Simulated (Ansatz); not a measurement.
**Te2Mo: normal modes**

The task, for Te2Mo: compute the harmonic modes.

Computed with Ansatz 0.2.0 (DFT PBE, scalar-relativistic, plane waves, PAW, unless a step's input says otherwise).

2 further runs of the same task are left out: 2 set aside as unsound or not needed.

### 1 The system as given

Symmetry: P6_3/mmc, No. 194, hexagonal system. The conventional cell has a = 3.557 Å, b = 3.557 Å, c = 15.205 Å, α = 90.00°, β = 90.00°, γ = 120.00°. Te (site symmetry 3m) has 3 Mo at 2.74 Å as nearest neighbours. Mo (site symmetry -6m2) has 6 Te at 2.74 Å as nearest neighbours.

Coordinates:

```cif
data_structure
_symmetry_space_group_name_H-M 'P 1'
_symmetry_Int_Tables_number 1
_cell_length_a 3.5571
_cell_length_b 3.5571
_cell_length_c 15.2047
_cell_angle_alpha 90.000
_cell_angle_beta 90.000
_cell_angle_gamma 120.000
_cell_volume 166.61
loop_
_atom_site_label
_atom_site_type_symbol
_atom_site_fract_x
_atom_site_fract_y
_atom_site_fract_z
_atom_site_occupancy
Te1 Te 0.33333 0.66667 0.63109 1
Te2 Te 0.66667 0.33333 0.13109 1
Te3 Te 0.33333 0.66667 0.86891 1
Te4 Te 0.66667 0.33333 0.36891 1
Mo1 Mo 0.33333 0.66667 0.25000 1
Mo2 Mo 0.66667 0.33333 0.75000 1
```

This cell was relaxed beforehand with the same method: volume 27.77 Å³/atom, gap on the mesh 1.00 eV.

### 2 The reference: the undisturbed cell on the scan's mesh

Contents of input.yaml:

```yaml
crystal:
  lattice:
    - [3.5570664331, 0.0, 0.0]
    - [-1.7785332165, 3.080509894, 0.0]
    - [0.0, 0.0, 15.204718658]
  atoms:
    - { symbol: Te, position: [0.3333333333, 0.6666666667, 0.6310943552] }
    - { symbol: Te, position: [0.6666666667, 0.3333333333, 0.1310943552] }
    - { symbol: Te, position: [0.3333333333, 0.6666666667, 0.8689056448] }
    - { symbol: Te, position: [0.6666666667, 0.3333333333, 0.3689056448] }
    - { symbol: Mo, position: [0.3333333333, 0.6666666667, 0.25] }
    - { symbol: Mo, position: [0.6666666667, 0.3333333333, 0.75] }
basis:
  ecutwfc: 420
kpoints:
  mp_grid: { grid: [12, 12, 2] }
hamiltonian:
  xc: pbe
scf:
  occupations: { method: gaussian, width: 0.05 }
output:
  forces: true
  stress: true
  eigenvalues: true
  write_density: true
  write_potential: true
  elf: true
  volumetric_format: npy
```

On the command line:

```console
ansatz run input.yaml --threads 2 --pin off --max-ram 5120MiB --backend cpu --events-out ev --progress --plain --runs-dir out
```

Standard output:

```text
Warning: RAYON_NUM_THREADS=2 ignored (pool sized by the plan → 2); use --threads N
Engine: ansatz 0.2.0, x86_64-unknown-linux-gnu
Pseudopotentials: kind: paw
Pseudopotential: Te, paw, valence charge 16, recommended cutoff 420 eV (normal), Te.paw.azcp
Pseudopotential: Mo, paw, valence charge 14, recommended cutoff 420 eV (normal), Mo.paw.azcp
Functional definition: PBE
  parameter kappa = 0.804
  parameter beta = 0.06672455060314922
  exchange = pbe_x(kappa = kappa, mu = beta*pi^2/3)
  correlation = pbe_c(beta = beta)
Crystal: 6 atoms, lattice volume = 166.607 Å³
Basis set: ecut = 420 eV, 3201 PW (Γ), exchange–correlation on 48×48×216 points (8 copies of the dense FFT grid, shifted against one another)
Bands: 56, of which v1, the nominal top of the filled ones, is band 46 counted from 1 (45 counted from 0)
Symmetry: 24 space group operations
Space group: P63/mmc (ITA 194), of the structure as read, at distance tolerance 5.5e-5 Å
k-points: 38 of 288
Non-local potential: Te, projectors of the file, l = 0: 2, l = 1: 2, l = 2: 2, l = 3: 2
Non-local potential: Mo, projectors of the file, l = 0: 3, l = 1: 2, l = 2: 2, l = 3: 1
PAW form: soft (Blöchl's): semilocal exchange-correlation on the pseudo side does not see the compensation charge
PAW one-centre angular grid: Te, 590 points (default); XC on 64 Gauss nodes
PAW one-centre angular grid: Mo, 590 points (default); XC on 64 Gauss nodes
Initial density: superposition of atomic densities (neutral atoms: chi_scale 0, normalization atom), corrected by the library's trained network
Initial wavefunctions: pseudopotential atomic-orbital guess
Functional: x = pbe(κ = 0.804, μ = 0.2195149727645171), c = pbe(β = 0.06672455060314922)
SCF iter   1: F=—  HF=-37833.472269 eV  |F-HF|=—  |Δ(HF+E_count)|=         —  Δρ=4.32e-3  dr2=1.75e-2  ethr=1.77e-3  ⟨swp⟩=7.7  Hψ=8266  notcnv=0
preconditioner: auto → Resta (q_TF=auto, 2.471 Å⁻¹)  ε∞=6.6  [insulator: Δε(μ)=1.017 eV  Ē_g=7.277 eV  σ=0.050 eV  W_gap=1.00  n_scr=52 (ndim 8)  ℏωp=17.3 eV  f_vac=0.105  D(μ)=0.00/eV (n_scr^D=0)  ε∞_Penn≈6.6]
SCF iter   2: F=—  HF=-37833.479538 eV  |F-HF|=—  |Δ(HF+E_count)|=   7.27e-3  Δρ=2.50e-3  dr2=5.07e-3  ethr=1.91e-5  ⟨swp⟩=2.0  Hψ=3224  notcnv=0  defer=60
SCF iter   3: F=—  HF=-37833.482485 eV  |F-HF|=—  |Δ(HF+E_count)|=   2.95e-3  Δρ=1.18e-3  dr2=2.86e-3  ethr=5.51e-6  ⟨swp⟩=2.0  Hψ=2566  notcnv=0  defer=60
SCF iter   4: F=—  HF=-37833.482976 eV  |F-HF|=—  |Δ(HF+E_count)|=   4.91e-4  Δρ=1.49e-4  dr2=5.42e-5  ethr=3.11e-6  ⟨swp⟩=2.0  Hψ=2538  notcnv=0  defer=60
SCF iter   5: F=—  HF=-37833.482990 eV  |F-HF|=—  |Δ(HF+E_count)|=   1.38e-5  Δρ=5.63e-5  dr2=1.18e-5  ethr=5.89e-8  ⟨swp⟩=2.0  Hψ=2678  notcnv=0  defer=60
SCF iter   6: F=—  HF=-37833.482996 eV  |F-HF|=—  |Δ(HF+E_count)|=   5.97e-6  Δρ=1.75e-5  dr2=1.16e-6  ethr=1.28e-8  ⟨swp⟩=2.0  Hψ=2640  notcnv=0  defer=60
SCF iter   7: F=—  HF=-37833.482997 eV  |F-HF|=—  |Δ(HF+E_count)|=   6.45e-7  Δρ=5.48e-6  dr2=1.00e-7  ethr=1.26e-9  ⟨swp⟩=2.0  Hψ=2690  notcnv=0  defer=60
SCF iter   8: F=-37833.482997 eV  HF=-37833.482997 eV  |F-HF|=7.29e-9  |Δ(HF+E_count)|=   1.12e-7  Δρ=1.18e-6  dr2=2.40e-9  ethr=1.09e-10  ⟨swp⟩=15.0  Hψ=14278  notcnv=0
SCF 1 converged in 8 iterations: F = -37833.482997 eV  dr2 = 2.40e-9
SCF converged after 8 iterations
Free energy (F): -37833.482997 eV
Harris-Foulkes:  -37833.482997 eV  (|F-HF|=7.29e-9)
Internal energy: -37833.482997 eV  (E = F + TS)
E sigma→0 (E₀):  -37833.482997 eV
Fermi energy:    11.121164 eV
--- Per-component energies (eV) ---
  E_band       = -1299.942170
  E_kinetic    = 1605.481017
  E_local      = -9073.362683  (includes V_loc(G=0)·N_el)
  E_nonlocal   = -952.870013
  E_hartree    = 4902.831767
  E_xc         = -864.059516
  E_vxc        = -874.563072  (∫ρ·V_xc dr)
  E_paw        = -25053.797338  (= ΣΔE_a)
  E_vpaw       = -1810.289126  (= ΣTr[D̂ρ^β])
  E_aug_tail   = -0.000660  (compensation charges beyond the density's cutoff)
  E_ewald      = -8397.705570
  E_smearing   = -0.000000  (= −TS)
  E_closure    = 0.000000  (closes the sum)
  Σ components = -37833.482997   (vs F -37833.482997, Δ=0.00e0)
--- Forces (eV/Å), atoms counted from 1 ---
  atom   1  Te     0.00000000    -0.00000000     0.00112212
  atom   2  Te    -0.00000000     0.00000000     0.00112212
  atom   3  Te     0.00000000    -0.00000000    -0.00112212
  atom   4  Te    -0.00000000     0.00000000    -0.00112212
  atom   5  Mo     0.00000000     0.00000000    -0.00000000
  atom   6  Mo    -0.00000000    -0.00000000     0.00000000
  max |Σ_I F_I| component: 1.27e-17 eV/Å
--- Stress (GPa, compression-positive) ---
       -0.003061       0.000000       0.000000
        0.000000      -0.003061      -0.000000
        0.000000      -0.000000       0.039561
  P = ⅓ Tr σ = 0.0111 GPa (0.111 kbar)
--- Band table (eV; the first three rows and the last of 38) ---
  k-point 0: bands = ["-50.1138", "-50.1138", "-25.9358", "-25.9358", "-25.9358", "-25.9358", "-25.9256", "-25.9256", "-25.9255", "-25.9255", "-25.8688", "-25.8688", "-25.8686", "-25.8686", "-25.8583", "-25.8583", "-25.8582", "-25.8582", "-25.8454", "-25.8451", "-25.8368", "-25.8365", "-24.2550", "-24.2550", "-24.1311", "-24.1311", "-24.1311", "-24.1311", "-2.0072", "-1.9026", "-1.1126", "-0.9427", "5.3374", "5.9644", "8.1523", "8.9364", "8.9364", "8.9409", "8.9409", "9.6995", "9.6995", "9.7097", "9.7097", "9.7438", "9.8500", "10.5035", "13.5846", "13.5846", "13.6276", "13.6276", "13.8348", "13.8348", "13.9166", "13.9166", "15.7842", "16.7317"]
  k-point 1: bands = ["-50.1138", "-50.1138", "-25.9358", "-25.9358", "-25.9358", "-25.9358", "-25.9255", "-25.9255", "-25.9255", "-25.9255", "-25.8687", "-25.8687", "-25.8687", "-25.8687", "-25.8583", "-25.8583", "-25.8583", "-25.8583", "-25.8453", "-25.8453", "-25.8367", "-25.8367", "-24.2550", "-24.2550", "-24.1311", "-24.1311", "-24.1311", "-24.1311", "-1.9592", "-1.9592", "-1.0238", "-1.0238", "5.6080", "5.6080", "8.7984", "8.7984", "8.9386", "8.9386", "8.9386", "8.9386", "9.7046", "9.7046", "9.7046", "9.7046", "10.3607", "10.3607", "13.6027", "13.6027", "13.6027", "13.6027", "13.8790", "13.8790", "13.8790", "13.8790", "16.3316", "16.3316"]
  k-point 2: bands = ["-50.1132", "-50.1132", "-25.9352", "-25.9351", "-25.9344", "-25.9344", "-25.9265", "-25.9265", "-25.9243", "-25.9243", "-25.8693", "-25.8691", "-25.8690", "-25.8689", "-25.8601", "-25.8599", "-25.8585", "-25.8583", "-25.8449", "-25.8446", "-25.8362", "-25.8358", "-24.2509", "-24.2509", "-24.1395", "-24.1395", "-24.1326", "-24.1326", "-1.9138", "-1.8098", "-1.0460", "-0.8795", "5.4419", "6.0662", "8.0810", "8.7232", "8.7307", "9.0120", "9.0186", "9.1746", "9.5731", "9.5856", "9.6993", "9.8677", "10.1411", "10.4458", "13.2255", "13.2426", "13.3302", "13.4064", "13.6254", "13.6529", "13.7220", "13.7238", "16.1310", "17.1698"]
  k-point 37: bands = ["-50.1050", "-50.1050", "-25.9383", "-25.9383", "-25.9192", "-25.9192", "-25.9151", "-25.9151", "-25.9146", "-25.9146", "-25.8869", "-25.8869", "-25.8763", "-25.8763", "-25.8634", "-25.8634", "-25.8633", "-25.8633", "-25.8390", "-25.8390", "-25.8256", "-25.8256", "-24.2334", "-24.2334", "-24.1944", "-24.1944", "-24.1864", "-24.1864", "0.2559", "0.2559", "0.4835", "0.4835", "6.1379", "6.1379", "6.2657", "6.2657", "6.8352", "6.8352", "7.4842", "7.4842", "7.8346", "7.8346", "8.8348", "8.8348", "10.5690", "10.5690", "11.6520", "11.6520", "12.4275", "12.4275", "13.0461", "13.0461", "14.3946", "14.3946", "15.6186", "15.6186"]
```

It took 6 s on 2 threads of Intel Xeon 6975P-C (Granite Rapids), shared host; peak memory 0.64 GiB.

Density in a lattice plane of the grid's cell (edges 3.56 and 15.20 Å, at 0.333 of the third edge), which holds Te and Mo.

Values in e/Å³, 12 rows by 6 columns:
```
0.18 0.27 0.18 0.08 0.05 0.08
0.33 0.39 0.33 0.27 0.28 0.27
0.30 0.16 0.30 3.89 6.36 3.87
0.33 0.39 0.33 0.27 0.28 0.27
0.18 0.27 0.18 0.08 0.05 0.08
0.02 0.02 0.02 0.03 0.04 0.03
0.18 0.07 0.19 0.72 1.98 0.72
0.33 0.17 0.33 1.27 5.61 1.26
0.30 0.50 0.30 0.19 0.17 0.19
0.33 0.17 0.33 1.23 5.44 1.23
0.18 0.07 0.18 0.75 2.24 0.75
0.02 0.02 0.02 0.03 0.03 0.03
```
Columns run along the first of these edges and rows up along the second, over one cell in 6 and 12 even steps from the bottom left corner. Atoms in the plane (fractional): Te at (0.67, 0.13), Te at (0.67, 0.37), Mo at (0.67, 0.75).

ELF in the same plane.

Values, 12 rows by 6 columns:
```
0.61 0.68 0.61 0.18 0.05 0.18
0.59 0.52 0.59 0.32 0.19 0.32
0.17 0.32 0.17 0.74 0.28 0.74
0.59 0.52 0.59 0.32 0.20 0.32
0.62 0.68 0.61 0.18 0.06 0.18
0.03 0.04 0.03 0.09 0.20 0.09
0.62 0.10 0.62 0.59 0.41 0.59
0.59 0.23 0.59 0.40 0.16 0.40
0.17 0.27 0.17 0.21 0.19 0.21
0.59 0.23 0.59 0.40 0.14 0.40
0.61 0.10 0.61 0.59 0.43 0.59
0.03 0.03 0.03 0.07 0.17 0.07
```
Columns run along the first of these edges and rows up along the second, over one cell in 6 and 12 even steps from the bottom left corner. Atoms in the plane (fractional): Te at (0.67, 0.13), Te at (0.67, 0.37), Mo at (0.67, 0.75).

Both are smooth fields of the valence electrons: close to the nuclei they are not physical.

The highest ELF values outside the cores: 0.84 beside Te, off the lines to its neighbours, 1.3 Å from Te; 0.65 on the Te–Mo line, 1.2 Å from Te.

Reference values: F = -37833.4830 eV; pressure 0.01 GPa; largest force 0.001 eV/Å; gap on the mesh 1.00 eV.

### 3 Normal modes

input.yaml, as its differences from that of step 2:

```diff
@@ -21,8 +21,8 @@
 output:
-  forces: true
-  stress: true
   eigenvalues: true
-  write_density: true
-  write_potential: true
-  elf: true
-  volumetric_format: npy
+phonons:
+  method: fd
+  supercell: [1, 1, 1]
+  amplitude: 0.02
+  eigenvectors: true
+  dielectric: false
```

On the command line:

```console
ansatz run input.yaml --threads 2 --pin off --max-ram 5120MiB --backend cpu --events-out ev --progress --plain --runs-dir out
```

Standard output, cut to the lines that bear on the results:

```text
Warning: RAYON_NUM_THREADS=2 ignored (pool sized by the plan → 2); use --threads N
[...]
[... 4 set-up lines as earlier in the session ...]
[...]
Crystal: 6 atoms, lattice volume = 166.607 Å³
Basis set: ecut = 420 eV, 3201 PW (Γ), exchange–correlation on 48×48×216 points (8 copies of the dense FFT grid, shifted against one another)
Bands: 56, of which v1, the nominal top of the filled ones, is band 46 counted from 1 (45 counted from 0)
[... 1 set-up line as earlier in the session ...]
k-points: 38 of 288
[...]
SCF iter   1: F=—  HF=-37833.472269 eV  |F-HF|=—  |Δ(HF+E_count)|=         —  Δρ=4.32e-3  dr2=1.75e-2  ethr=1.77e-3  ⟨swp⟩=7.7  Hψ=8266  notcnv=0
[...]
Symmetry: 1 space group operations
[...]
  atom   4  Te    -0.00000000     0.00000000    -0.00111371
  atom   5  Mo    -0.00000000    -0.00000000    -0.00000000
  atom   6  Mo     0.00000000    -0.00000000     0.00000000
[...]
--- Band table (eV; the first three rows and the last of 38) ---
[...]
--- Phonons: 3 displaced members + reference (amplitude 0.02 Å, Σ member SCF iterations 28) ---
  symmetry images taken by strict's conditions (phonons.symmetry_images: auto; settled by no image being taken that strict refuses)
  ASR residual: 3.627e-3 → 0.000e0 eV/Å²; symmetrization residual: 1.830e-3 eV/Å²
  largest component of a force at the reference: 1.1e-3 eV/Å
  ASR residual per site (eV/Å²): 1.84e-3 1.84e-3 1.84e-3 1.84e-3 3.63e-3 3.63e-3
  Γ frequencies (cm⁻¹): 0.00 0.00 0.00 11.63 11.63 12.72 113.96 113.96 114.32 114.32 167.70 167.87 229.12 229.12 229.21 229.21 280.95 283.38
  density of states and harmonic sums: on the 20×20×4 q-mesh, interpolated from the force constants of a 1×1×1 supercell (no non-analytic term)
  largest difference from the sums on the solved wave vectors: F 7.79e-2 eV, S 3.65e-4 and C_V 2.58e-4 eV/K
[...]
```

Wall time 70 s (2 threads of Intel Xeon 6975P-C (Granite Rapids), shared host); peak memory 1.2 GiB.

The modes, lowest first (cm⁻¹, without the LO–TO term): 1: 0, 2: 0, 3: 0, 4: 12, 5: 12, 6: 13, 7: 114, 8: 114, 9: 114, 10: 114, 11: 168, 12: 168, 13: 229, 14: 229, 15: 229, 16: 229, 17: 281, 18: 283. Three modes near zero are the rigid translations.

### 4 What came out

```
quantity                  value
   modes  18 from 0 to 283 cm⁻¹
```

What this shows: The cell is stable against its own zone-centre modes, which says nothing of other wave vectors. These runs have no spin-orbit coupling; with Te it would split and shift bands. Layers here are held mostly by dispersion, which this level lacks, so their spacing and the stiffness across them are unreliable there.
